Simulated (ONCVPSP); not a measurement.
# Tellurium: generating and testing an ONCV potential

Do these settings give a usable potential? It is generated, then checked for transferability, scattering, ghosts and hardness.

The numbers are computed with ONCVPSP 4.0.1 (BLYP, scalar-relativistic, spin-unpolarised reference atom).

### Step 1. Settings

The settings as typed:

* element: tellurium (Te, Z = 52)
* type: optimised norm-conserving Vanderbilt (ONCV)
* frozen core: [Kr]
* valence charge: 16
* reference configuration: 4d10 5s1.5 5p4.5
* partial waves: 5s: rc 1.55 bohr, ncon 4, nbas 9, qcut 4.5 1/bohr, 1 projector; 5p: rc 2.35 bohr, ncon 4, nbas 8, qcut 2.8 1/bohr, 3 projectors, debl 2.5 Ha; 4d: rc 1.15 bohr, ncon 4, nbas 8, qcut 14.3 1/bohr, 2 projectors, debl 1.6 Ha
* local potential: polynomial inside 0.80 bohr (lpopt 5, dvloc0 4 Ha)
* core correction: not asked for

An earlier all-electron run gives the scale for the radii.

All-electron outer shells of the reference configuration (BLYP, scalar-relativistic, ld1.x):

```
shell  level (eV)  outermost node (bohr)  outermost maximum (bohr)
   4s     -164.79                   0.38                      0.70
   4p     -114.82                   0.38                      0.74
   4d      -42.10                   0.36                      0.81
   5s      -15.38                   0.91                      1.77
   5p       -6.07                   1.00                      2.14
```

### Step 2. Generation

The input, Te.dat:

```
# ATOM AND REFERENCE CONFIGURATION
# atsym  z   nc   nv     iexc    psfile
  Te 52.00    8    3  -106131      upf
#
#   n    l    f
    1    0    2.00
    2    0    2.00
    2    1    6.00
    3    0    2.00
    3    1    6.00
    3    2   10.00
    4    0    2.00
    4    1    6.00
    4    2   10.00
    5    0    1.50
    5    1    4.50
#
# PSEUDOPOTENTIAL AND OPTIMIZATION
# lmax
    2
#
#   l,   rc,      ep,       ncon, nbas, qcut
    0    1.55    0.00    4    9    4.50
    1    2.35    0.00    4    8    2.80
    2    1.15    0.00    4    8   14.30
#
# LOCAL POTENTIAL
# lloc, lpopt,  rc(5),   dvloc0
    4    5    0.80    4.00
#
# VANDERBILT-KLEINMAN-BYLANDER PROJECTORs
# l, nproj, debl
    0    1    2.50
    1    3    2.50
    2    2    1.60
#
# MODEL CORE CHARGE
# icmod, fcfact, rcfact
    0    0.00    0.00
#
# LOG DERIVATIVE ANALYSIS
# epsh1, epsh2, depsh
   -3.00    5.00    0.02
#
# OUTPUT GRID
# rlmax, drl
    6.00    0.01
#
# TEST CONFIGURATIONS
# ncnf
    4
# nvcnf
#   n    l    f
    3
    4    2   10.00
    5    0    2.00
    5    1    4.00
#
    3
    4    2   10.00
    5    0    2.00
    5    1    3.00
#
    3
    4    2   10.00
    5    0    2.00
    5    1    2.00
#
    3
    4    2   10.00
    5    0    2.00
    5    1    3.50
#
```

Command:

```console
$ oncvpsp.x < Te.dat > Te.out
```

What does the calculation give? Wanted: cutoffs for 1 and 0.1 mHa per electron, occupied waves; bound ghosts; GHOST(+) flags; largest test error; largest phase difference near zero energy, channels read.

The runs gave:

```
                                                quantity                                          value
  cutoffs for 1 and 0.1 mHa per electron, occupied waves                                57 Ha and 95 Ha
                                            bound ghosts                                s at -476.45 eV
                                          GHOST(+) flags                                     p at -2 eV
                            largest test error (AE − PS)  +2.2 meV, for 4d10 5s2 5p4 (2 tests unsolved)
largest phase difference near zero energy, channels read                                      0.211 rad
```

What this shows: A bound ghost (s) makes it unfit for use: electrons can fall into a state that the atom doesn't have. By total energies transferability is very good where solved: the largest error is 2.2 meV on 4.6 eV, for 4d10 5s2 5p4. Atomic tests can pass in spite of a ghost, since they solve only for the levels asked. Of the tests 2 gave no usable energy difference, which is a warning in itself. It counts as hard, with 57 Ha needed at the looser tolerance. At the looser tolerance the 4d wave is the slowest; 5s needs 22 Ha. Near zero energy the largest phase difference among the channels read is 0.21 rad, in the s channel. In the s channel the atom's pole at 4.37 Ha sits lower, at 0.48 Ha, in the pseudo curve. The program also flags highly localised states, GHOST(+) (p).
